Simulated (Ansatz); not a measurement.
# C2H4MgO: molecular dynamics

Purpose: to follow the molecule's vibrations and see whether its bonds hold. The start is relaxed first. Runs: 40 steps of 4 fs under a Nosé-Hoover thermostat at 400 K. SMILES of the start: C1[CH2][Mg][O]1.

Program: Ansatz 0.2.0. Level of theory: RKS PBE/6-31G. These are calculated values, not measurements.

## Step 1: Starting point

Bond lengths: C1–C2 1.520 Å, C2–Mg3 2.106 Å, C1–O4 1.394 Å, Mg3–O4 1.783 Å, C1–H5 1.097 Å, C1–H6 1.097 Å, C2–H7 1.090 Å, C2–H8 1.091 Å. Angles: C1–C2–Mg3 78.7°, C1–C2–H7 114.0°, C1–C2–H8 113.9°, Mg3–C2–H7 118.0°, Mg3–C2–H8 118.0°, H7–C2–H8 110.8°, C2–C1–O4 111.1°, C2–C1–H5 109.7°, C2–C1–H6 109.8°, O4–C1–H5 108.3°, O4–C1–H6 108.3°, H5–C1–H6 109.5°, C2–Mg3–O4 75.9°, C1–O4–Mg3 94.3°.

As a file:

```xyz
8

C     0.1059    0.6584   -0.1740
C     0.0608   -0.6754    0.5545
Mg   -0.8929   -1.1649   -1.2585
O    -0.4883    0.5629   -1.4316
H     1.1486    0.9726   -0.3079
H    -0.4341    1.4167    0.4060
H     1.0430   -1.1074    0.7486
H    -0.5429   -0.6629    1.4628
```

## Step 2: Relaxing the start

File input.yaml:

```yaml
crystal:
  periodic: [false, false, false]
  atoms:
    - { symbol: C, position_ang: [0.10586, 0.65844, -0.17396] }
    - { symbol: C, position_ang: [0.06078, -0.67539, 0.55449] }
    - { symbol: Mg, position_ang: [-0.89291, -1.16489, -1.25848] }
    - { symbol: O, position_ang: [-0.48831, 0.56289, -1.43161] }
    - { symbol: H, position_ang: [1.14857, 0.97261, -0.30789] }
    - { symbol: H, position_ang: [-0.43413, 1.41667, 0.40601] }
    - { symbol: H, position_ang: [1.04303, -1.10738, 0.74862] }
    - { symbol: H, position_ang: [-0.54287, -0.66293, 1.46281] }
basis:
  gaussian: { orbitals: "6-31G" }
hamiltonian:
  xc: pbe
relax:
  f_tol: 0.02
  max_steps: 40
```

Started as:

```
ansatz run input.yaml --threads 1 --pin off --max-ram 2048MiB --backend cpu --events-out ev --progress --plain --runs-dir out
```

The runs that follow: Dynamics.

**Question.** What will these runs give? Wanted: relaxation of the start; temperature, first and last step; temperature, second half; potential energy, second half; largest change of the conserved energy; bonds formed or broken.

**Answer**, as computed:

| quantity | value |
| --- | --- |
| relaxation of the start | 4 moves, 0.318 eV lower |
| length | 40 steps of 4 fs |
| temperature, first and last step | 400 and 16 K |
| temperature, second half | mean 159 K, from 16 to 1631 K |
| potential energy, second half | +2649 meV/atom from the start |
| largest change of the conserved energy | 53084.24 meV/atom |
| bonds formed or broken | 5 |

The temperature runs away to 247080 K: the integration has become unstable, and nothing after that is physical. A run of 160 fs with 8 atoms shows the motion but fixes no equilibrium value. The nuclei move classically, without zero-point motion, which matters most for hydrogen. In so small a basis the energies are only a sketch.
